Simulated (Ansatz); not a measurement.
# CH4FNOSi: small, medium and large basis sets

How large a basis does CH4FNOSi need? Two functionals are run in growing sets.

Program: Ansatz 0.2.0, Gaussian basis. Level of theory: one geometry, several basis sets. These are calculated values, not measurements.

The runs, in order: PBE0-D4/def2-SVP; ωB97M-V/def2-SVP; PBE0-D4/def2-QZVPP; ωB97M-V/def2-QZVPP; the functionals' def2-TZVPP values are taken from earlier runs.

## (1) The relaxed structure

The geometry comes from an earlier relaxation with PBE0-D4 in a triple-zeta def2 set; it is a stationary point, not always the lowest conformer.

9 atoms, charge 0, spin multiplicity 1.

Atoms are counted from 1 here; the program's logs count them from 0.

Bond lengths: N1–C2 1.250 Å, N1–H6 1.014 Å, C2–F3 1.318 Å, C2–O4 1.328 Å, O4–Si5 1.675 Å, Si5–H7 1.483 Å, Si5–H8 1.475 Å, Si5–H9 1.483 Å. Angles: C2–N1–H6 113.3°, N1–C2–F3 119.3°, N1–C2–O4 132.2°, F3–C2–O4 108.4°, C2–O4–Si5 124.3°, O4–Si5–H7 109.2°, O4–Si5–H8 104.6°, O4–Si5–H9 109.3°, H7–Si5–H8 111.9°, H7–Si5–H9 109.8°, H8–Si5–H9 111.8°.

## (2) PBE0-D4 in def2-SVP

Input file in.yaml:

```yaml
crystal:
  periodic: [false, false, false]
  atoms:
    - {symbol: N, position_ang: [1.645696, 0.938538, 0.192961]}
    - {symbol: C, position_ang: [1.378029, -0.267101, 0.000382]}
    - {symbol: F, position_ang: [2.362364, -1.137545, -0.107943]}
    - {symbol: O, position_ang: [0.226866, -0.916464, -0.129506]}
    - {symbol: Si, position_ang: [-1.279500, -0.187510, -0.070111]}
    - {symbol: H, position_ang: [0.821628, 1.525602, 0.262606]}
    - {symbol: H, position_ang: [-1.374699, 0.826091, -1.148140]}
    - {symbol: H, position_ang: [-2.236255, -1.292892, -0.267025]}
    - {symbol: H, position_ang: [-1.455528, 0.464982, 1.249674]}
basis:
  gaussian: {orbitals: def2-SVP}
hamiltonian: {xc: pbe0, dispersion: d4}
output: {orbitals: {seedname: orbitals}}
```

Run with:

```console
ansatz run in.yaml --threads 2 --pin off --events-out ev --progress --plain --max-ram 4352MiB
```

The runs that follow: ωB97M-V in def2-SVP; PBE0-D4 in def2-QZVPP; ωB97M-V in def2-QZVPP.

Before running them: what should the planned runs give, taken together? Wanted: PBE0-D4: double and triple zeta above quadruple; ωB97M-V: double and triple zeta above quadruple.

The runs gave:

| quantity | value |
| --- | --- |
| PBE0-D4: double and triple zeta above quadruple | 12.30, 0.67 eV |
| ωB97M-V: double and triple zeta above quadruple | 12.50, 0.63 eV |

**Reading.** PBE0-D4 gains 11.63 eV from double to triple zeta, then 0.67 eV more. Total energies overstate the basis error of differences, where much of it tends to cancel. The LUMO of ωB97M-V is positive and keeps falling with the basis (1.90 to 0.89 eV): an unbound level that the basis holds in place.
